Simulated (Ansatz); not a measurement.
# CH₄SSeSi: a ladder of functionals and wavefunction methods

The task here is to estimate one member of a computed series from the others.

The runs use Ansatz 0.2.0, Gaussian basis; functionals in def2-TZVPP, the program's frozen cores in correlated methods.

The runs, in order: PBE-D4, r2SCAN-D4, PBE0-D4, B3LYP-D4, ωB97X-V, ωB97M-V, B2PLYP; CCSD(T)/def2-TZVPP; MP2/def2-QZVPP; extrapolation to the limit.

### Structure used throughout

All runs share one geometry, relaxed beforehand with PBE0-D4 in a triple-zeta def2 set.

8 atoms, charge 0, spin multiplicity 1.

Atoms are counted from 1 here; the program's logs count them from 0.

Bond lengths: S1–C2 1.611 Å, C2–Si3 1.877 Å, C2–H5 1.095 Å, Si3–Se4 2.283 Å, Si3–H6 1.486 Å, Si3–H7 1.478 Å, Se4–H8 1.469 Å. Angles: S1–C2–Si3 122.8°, S1–C2–H5 119.1°, Si3–C2–H5 118.1°, C2–Si3–Se4 110.1°, C2–Si3–H6 109.2°, C2–Si3–H7 109.2°, Se4–Si3–H6 109.4°, Se4–Si3–H7 106.8°, H6–Si3–H7 112.1°, Si3–Se4–H8 92.8°.

The first run:

Contents of in.yaml:

```yaml
crystal:
  periodic: [false, false, false]
  atoms:
    - {symbol: S, position_ang: [-0.768979, 2.536627, -0.591988]}
    - {symbol: C, position_ang: [0.012676, 1.329445, 0.133803]}
    - {symbol: Si, position_ang: [0.112591, -0.399193, -0.589967]}
    - {symbol: Se, position_ang: [-0.911126, -1.891099, 0.801796]}
    - {symbol: H, position_ang: [0.494154, 1.511858, 1.100022]}
    - {symbol: H, position_ang: [1.540551, -0.777143, -0.755741]}
    - {symbol: H, position_ang: [-0.624553, -0.433711, -1.870875]}
    - {symbol: H, position_ang: [0.236886, -1.933983, 1.717348]}
basis:
  gaussian: {orbitals: def2-TZVPP}
hamiltonian: {xc: pbe, dispersion: d4}
output: {forces: true, orbitals: {seedname: orbitals}}
```

The run is started by

```sh
> ansatz run in.yaml --threads 4 --pin off --events-out ev --progress --plain --max-ram 10444MiB
```

Steps of the session up to this table: PBE-D4 (GGA); r2SCAN-D4 (meta-GGA); PBE0-D4 (hybrid); B3LYP-D4 (hybrid); ωB97X-V (range-separated); ωB97M-V (range-separated); B2PLYP (double hybrid); CCSD(T) in def2-TZVPP; MP2 in def2-QZVPP.

One of the session's tables, all rows but one given; the rest of the session is left out.

```
            method  atomisation energy (kJ/mol)
            PBE-D4                       2554.3
         r2SCAN-D4                       2521.1
           PBE0-D4                       2506.5
          B3LYP-D4                       2502.5
           ωB97X-V                       2522.8
           ωB97M-V                       2512.6
            B2PLYP                       2469.0
     HF/def2-TZVPP                       1750.8
    MP2/def2-TZVPP                            ?
   CCSD/def2-TZVPP                       2385.6
CCSD(T)/def2-TZVPP                       2437.8
           MP2/CBS                       2549.5
       CCSD(T)/CBS                       2521.5
```

Estimate the missing values for MP2/def2-TZVPP.

**Answer.** atomisation energy (kJ/mol): 2465.8. In the column «atomisation energy (kJ/mol)» it lies between CCSD(T)/def2-TZVPP (2437.8) and B2PLYP (2469.0).

Among the levels timed on like hardware and quicker than the yardstick, those that no quicker one beats, quickest first: PBE-D4 (2.6 s, +32.8 kJ/mol); PBE0-D4 (3.2 s, -15.0 kJ/mol); r2SCAN-D4 (4.9 s, -0.4 kJ/mol).

B2PLYP carry no dispersion term (for B3LYP, D4 adds 35.8 kJ/mol).

Caveats from the session: Free atoms (1 S, 1 C, 1 Si, 1 Se, 4 H) were run apart at each level; the atomisation energy is their sum less the molecule, without zero-point or spin-orbit terms. All levels share the lack of spin-orbit coupling, which lowers the free heavy atoms and so the true binding.
